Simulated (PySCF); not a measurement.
# GaH5OSi: geometry, electronic excitations

Wanted: the electronic excitations of GaH5OSi (`[SiH3][O][GaH2]`), by calculation.

Computed with PySCF 2.14.0, with density-fitted response routines of our own, on a single molecule in the gas phase. Atoms count from 0, in the outputs and in this text.

### 1 The starting structure

8 atoms, charge 0, multiplicity 1; geometry from: GFN2-xTB. The atoms were then displaced at random by about 0.01 Å, so the start is not that level's minimum.

Bonds of the start (Å): Si0–O1 1.67, O1–Ga2 1.74, Si0–H3 1.47, Si0–H4 1.46, Si0–H5 1.44, Ga2–H6 1.53, Ga2–H7 1.54.

### 2 Relaxing the molecule at PBE0-D3(BJ)/def2-SVP

Job settings and geometry (Å):

```
{"job": {"xc": "PBE0", "basis": "def2-SVP", "d3": "d3bj", "grid": 1, "shake": 0.01, "kind": "geom"}, "charge": 0, "multiplicity": 1}
Si     1.430640    -0.423440     0.277930
O     -0.148770     0.044530    -0.012740
Ga    -1.801440     0.505820    -0.317890
H      2.073080    -0.588220    -1.038280
H      2.029550     0.684970     1.018270
H      1.344350    -1.635940     1.044000
H     -2.507360    -0.223720    -1.457780
H     -2.364920     1.616850     0.589520
```

Started as:

```console
OMP_NUM_THREADS=1 python probes_run.py task.json out
```

This one command runs all jobs of the session in turn.

Output:

```text
step   0  E = -2291.75250243  max force = 0.037149
step   1  E = -2291.75742999  max force = 0.017380
step   2  E = -2291.75845634  max force = 0.003401
step   3  E = -2291.75851816  max force = 0.001248
step   4  E = -2291.75854820  max force = 0.001680
step   5  E = -2291.75866743  max force = 0.003978
step   6  E = -2291.75885554  max force = 0.006047
step   7  E = -2291.75902738  max force = 0.005750
step   8  E = -2291.75920330  max force = 0.003575
step   9  E = -2291.75933931  max force = 0.002144
step  10  E = -2291.75937365  max force = 0.000853
step  11  E = -2291.75940210  max force = 0.000427
step  12  E = -2291.75940778  max force = 0.000301
optimisation converged
```

Wall time 32 s (1 thread of Arm Neoverse V2, shared host); peak memory 0.37 GiB.

The steps of the relaxation:

```tsv
step	energy from step 0 (eV)	largest force component (eV/Å)
0	0.0000	1.9103
1	-0.1341	0.8937
2	-0.1620	0.1749
3	-0.1637	0.0642
4	-0.1645	0.0864
5	-0.1678	0.2046
6	-0.1729	0.3109
7	-0.1776	0.2957
8	-0.1823	0.1838
9	-0.1860	0.1102
10	-0.1870	0.0439
11	-0.1877	0.0220
12	-0.1879	0.0155
```

Close pairs (by a distance rule), those that changed most:

```tsv
bond	before (Å)	after (Å)	change (Å)
Si0–H5	1.437	1.496	+0.059
O1–Ga2	1.743	1.787	+0.044
Si0–H4	1.461	1.500	+0.038
Ga2–H6	1.526	1.558	+0.031
Ga2–H7	1.541	1.564	+0.023
Si0–H3	1.474	1.494	+0.020
Si0–O1	1.673	1.653	-0.020
```

The next job starts from the end point, and lists it.

```tsv
at the end point	value
point group (found at 0.08 Å tolerance)	C1
rotational constants (GHz, main isotopes)	36.209, 2.031, 1.967
dipole moment (D)	1.33
```

### 3 Ultraviolet spectrum: PBE0/aug-cc-pVTZ

Job settings and geometry (Å):

```
{"job": {"kind": "uv", "xc": "PBE0", "basis": "aug-cc-pVTZ"}, "charge": 0, "multiplicity": 1}
Si     1.445705    -0.374086     0.324795
O     -0.002743    -0.400818    -0.470351
Ga    -1.580315     0.436857    -0.529703
H      2.565290    -0.487465    -0.658011
H      1.622419     0.899106     1.097444
H      1.535661    -1.518206     1.283983
H     -2.534002    -0.088932    -1.643497
H     -1.793092     1.571249     0.525473
```

Method: TDDFT PBE0/aug-cc-pVTZ, vertical, gas phase, core orbitals frozen in the response.

Output:

```text
coarse grid: 31368 points
cycle   1  E = -2292.0846065746  dE = -4.462e-01  |g| = 9.611e-01  |ddm| = 8.320e+00
cycle   2  E = -2291.3840340561  dE =  7.006e-01  |g| = 2.041e+00  |ddm| = 7.919e+00
cycle   3  E = -2292.2275386846  dE = -8.435e-01  |g| = 2.337e-01  |ddm| = 5.496e+00
cycle   4  E = -2292.2369497057  dE = -9.411e-03  |g| = 8.884e-02  |ddm| = 1.329e+00
cycle   5  E = -2292.2378178266  dE = -8.681e-04  |g| = 1.293e-02  |ddm| = 4.804e-01
cycle   6  E = -2292.2378589868  dE = -4.116e-05  |g| = 3.043e-03  |ddm| = 5.669e-02
cycle   7  E = -2292.2378609048  dE = -1.918e-06  |g| = 3.322e-04  |ddm| = 8.123e-03
final grid: 63288 points
cycle   8  E = -2292.2378962945  dE = -9.304e-08  |g| = 2.509e-04  |ddm| = 9.703e-03
cycle   9  E = -2292.2378962859  dE =  8.620e-09  |g| = 3.567e-04  |ddm| = 1.570e-03
cycle  10  E = -2292.2378963091  dE = -2.320e-08  |g| = 7.713e-05  |ddm| = 6.995e-04
cycle  11  E = -2292.2378963101  dE = -1.081e-09  |g| = 1.460e-05  |ddm| = 2.200e-04
cycle  12  E = -2292.2378963102  dE = -2.683e-11  |g| = 3.147e-06  |ddm| = 7.817e-05
converged SCF energy = -2292.2378963102

Static polarisability (au): isotropic 61.122, principal 51.334 60.026 72.006

Singlet excitations
state   eV       nm        f      main configurations
  1   5.3742    230.7   0.00067   H->L 0.95
  2   6.0739    204.1   0.06131   H-1->L 0.96
  3   6.3202    196.2   0.00367   H-2->L 0.93
  4   6.6923    185.3   0.01410   H->L+1 0.94
  5   6.8442    181.2   0.00281   H-1->L+1 0.96
  6   7.4194    167.1   0.11427   H->L+2 0.94
  7   7.5976    163.2   0.00200   H-2->L+1 0.76, H->L+3 0.15
  8   7.6617    161.8   0.01853   H-1->L+2 0.82, H-1->L+3 0.09
  9   7.7696    159.6   0.04053   H-4->L 0.45, H-3->L 0.30, H->L+3 0.08
 10   7.8038    158.9   0.01257   H->L+3 0.46, H->L+4 0.21, H-4->L 0.10

Triplet excitations (Tamm-Dancoff, eV): 5.0383 5.5737 6.0243 6.2244
```

Run time: 30 s. Hardware: 1 thread of Arm Neoverse V2, shared host; peak memory 0.93 GiB.

The orbitals next to the gap, with their largest atomic shares:

```tsv
orbital	eV	atoms
HOMO−3	-10.53	O1 40 %, Si0 18 %, Ga2 11 %
HOMO−2	-9.12	Ga2 24 %, H6 20 %, Si0 15 %
HOMO−1	-8.55	O1 36 %, Si0 25 %, H5 20 %
HOMO	-8.30	O1 35 %, Ga2 15 %, Si0 14 %
LUMO	-1.52	Ga2 64 %, H7 12 %, H6 11 %
LUMO+1	-0.32	Ga2 36 %, Si0 29 %, O1 7 %
LUMO+2	-0.01	Ga2 51 %, H7 11 %, H6 10 %
```

With each of the 10 states as a Gaussian band of 0.4 eV half-width at 1/e, the curve within the window shown has maxima at 203 nm (ε 2,600), 165 nm (ε 6,500) L/(mol cm). Beyond the last state computed it falls off for lack of states. The curve at chosen wavelengths:

nm, ε (L/mol/cm) and a bar:
```
      153       1592 #######
      157       3650 #################
      161       5709 ###########################
      166       6433 ##############################
      170       5147 ########################
      174       3246 ###############
      178       1845 #########
      183       1170 #####
      187       1179 #####
      191       1476 #######
      195       1959 #########
      200       2520 ############
      204       2643 ############
      208       2383 ###########
      212       1857 #########
      217       1133 #####
      221        674 ###
      225        368 ##
      229        191 #
      234         84 
      238         46 
      242         27 
      246         17 
      251          9 
      255          6 
      259          3
```

Ground-state properties from the same run:

```tsv
property	computed
dipole moment (D)	1.40
polarisability (Å³)	9.06
HOMO–LUMO gap (eV)	6.78
−ε(HOMO) (eV)	8.30
```

### 4 TDDFT and polarisability: PBE0/def2-TZVPD

Settings changed since step 3:

```diff
@@ -1,2 +1,2 @@
-{"job": {"kind": "uv", "xc": "PBE0", "basis": "aug-cc-pVTZ"}, "charge": 0, "multiplicity": 1}
+{"job": {"kind": "uv", "xc": "PBE0", "basis": "def2-TZVPD"}, "charge": 0, "multiplicity": 1}
 Si     1.445705    -0.374086     0.324795
```

Level: TDDFT PBE0/def2-TZVPD, vertical, gas phase, core orbitals frozen in the response.

Output:

```text
coarse grid: 31368 points
cycle   1  E = -2292.0359530297  dE = -4.483e-01  |g| = 1.095e+00  |ddm| = 2.310e+00
cycle   2  E = -2291.2991045306  dE =  7.368e-01  |g| = 2.209e+00  |ddm| = 2.018e+00
cycle   3  E = -2292.1864555901  dE = -8.874e-01  |g| = 3.214e-01  |ddm| = 1.587e+00
cycle   4  E = -2292.2027155376  dE = -1.626e-02  |g| = 1.038e-01  |ddm| = 2.969e-01
cycle   5  E = -2292.2036735409  dE = -9.580e-04  |g| = 1.676e-02  |ddm| = 7.149e-02
cycle   6  E = -2292.2037402702  dE = -6.673e-05  |g| = 3.740e-03  |ddm| = 2.212e-02
cycle   7  E = -2292.2037430306  dE = -2.760e-06  |g| = 3.860e-04  |ddm| = 4.262e-03
final grid: 63288 points
cycle   8  E = -2292.2037278058  dE = -8.266e-08  |g| = 2.505e-04  |ddm| = 2.787e-03
cycle   9  E = -2292.2037278004  dE =  5.429e-09  |g| = 3.407e-04  |ddm| = 5.454e-04
cycle  10  E = -2292.2037278205  dE = -2.010e-08  |g| = 7.803e-05  |ddm| = 2.655e-04
cycle  11  E = -2292.2037278215  dE = -1.036e-09  |g| = 2.154e-05  |ddm| = 6.980e-05
cycle  12  E = -2292.2037278216  dE = -6.003e-11  |g| = 3.125e-06  |ddm| = 1.638e-05
converged SCF energy = -2292.2037278216

Static polarisability (au): isotropic 60.712, principal 50.944 59.611 71.581

Singlet excitations
state   eV       nm        f      main configurations
  1   5.3999    229.6   0.00066   H->L 0.95
  2   6.1106    202.9   0.06250   H-1->L 0.96
  3   6.3437    195.4   0.00382   H-2->L 0.93
  4   6.7426    183.9   0.01390   H->L+1 0.94
  5   6.8892    180.0   0.00286   H-1->L+1 0.97
  6   7.6448    162.2   0.14179   H->L+2 0.90
  7   7.6618    161.8   0.00419   H-2->L+1 0.80
  8   7.7836    159.3   0.02088   H-4->L 0.74, H-3->L 0.11, H-1->L+2 0.08
  9   7.9010    156.9   0.03014   H-1->L+2 0.76
 10   7.9933    155.1   0.01686   H-5->L 0.85

Triplet excitations (Tamm-Dancoff, eV): 5.0633 5.6041 6.0507 6.2562
```

It took 15 s on 1 thread of Arm Neoverse V2, shared host; peak memory 0.82 GiB.

This run: HOMO -8.31 eV, LUMO -1.48 eV; lowest singlet 5.40 eV.

### 5 Comparing the runs: electronic excitations

Excitations and ground-state properties, with basis size and wall time:

```tsv
run	lowest singlet (eV)	brightest (eV)	f	gap (eV)	α (Å³)	μ (D)	functions	time
PBE0/aug-cc-pVTZ	5.37	7.42	0.114	6.78	9.06	1.40	270	30 s
PBE0/def2-TZVPD	5.40	7.64	0.142	6.82	9.00	1.43	182	15 s
```

### 6 Outcome

| quantity | value |
| --- | --- |
| point group | C1 |
| rotational constants (main isotopes) | 36.21, 2.03, 1.97 GHz |
| lowest singlet (PBE0/aug-cc-pVTZ) | 5.37 eV (231 nm), f = 0.001 |
| brightest single state of those computed | state 6, 7.42 eV, f = 0.114 |
| lowest triplet | 5.04 eV |
| range of the lowest singlet | 5.37 to 5.40 eV |

**Reading.** Relaxing lowered the energy by 0.188 eV in 12 steps; the close pair that moved most is Si0–H5, from 1.437 to 1.496 Å. No frequency check was run at this level, so the end point may be a saddle. The first singlet state (HOMO→LUMO 0.95) lies at 5.37 eV and is dark; of the 10 states computed, the strongest absorption comes from state 6 at 7.42 eV. The lowest triplet lies 0.34 eV below the lowest singlet (triplets in Tamm-Dancoff, singlets in full TDDFT). The lowest singlet runs from 5.37 eV (PBE0/aug-cc-pVTZ) to 5.40 eV (PBE0/def2-TZVPD), while the orbital gap spans 6.78 to 6.82 eV. The lowest state need not be the same one in every run.
